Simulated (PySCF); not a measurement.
# C4H6O3S: the cost of one run

Programs: PySCF 2.14.0, with routines of our own; each step states its level. All values are computed. Atoms count from 0.

## Step 1: The starting structure

14 atoms, charge 0, multiplicity 1; geometry from: GFN2-xTB.

## Step 2: Magnetic properties: GIAO CAM-B3LYP/pcSseg-1

What the job is given:

```
{"job": {"kind": "mag", "xc": "CAM-B3LYP", "basis": "pcSseg-1", "isotopologues": 2}, "charge": 0, "multiplicity": 1}
C     -1.738966    -0.072504     0.603864
S     -0.597168    -0.614569    -0.696891
O     -1.336167    -0.827295    -1.907318
O      0.183381    -1.713704    -0.179795
C      0.582248     0.753629    -0.883583
C      1.554214     0.569461     0.228154
C      1.772460    -0.549401     0.869083
O      2.157359    -1.345977     1.622090
H     -1.147265     0.233271     1.456873
H     -2.365851    -0.916737     0.861960
H     -2.337282     0.740877     0.215139
H      0.043180     1.696166    -0.825112
H      1.027887     0.652669    -1.874696
H      2.201292     1.393642     0.488064
```

Level: GIAO CAM-B3LYP/pcSseg-1 magnetisability, rotational g tensor and spin-rotation constants, non-relativistic, gas phase.

Started as:

```console
$ OMP_NUM_THREADS=1 python excited_run.py task.json out
```

The driver reads the jobs from task.json and runs them one after another.

Q: Estimate the wall time and peak memory of this first job on 1 thread of Intel Xeon 6975P-C, shared host.

About 33 s, with a peak of 0.91 GiB.
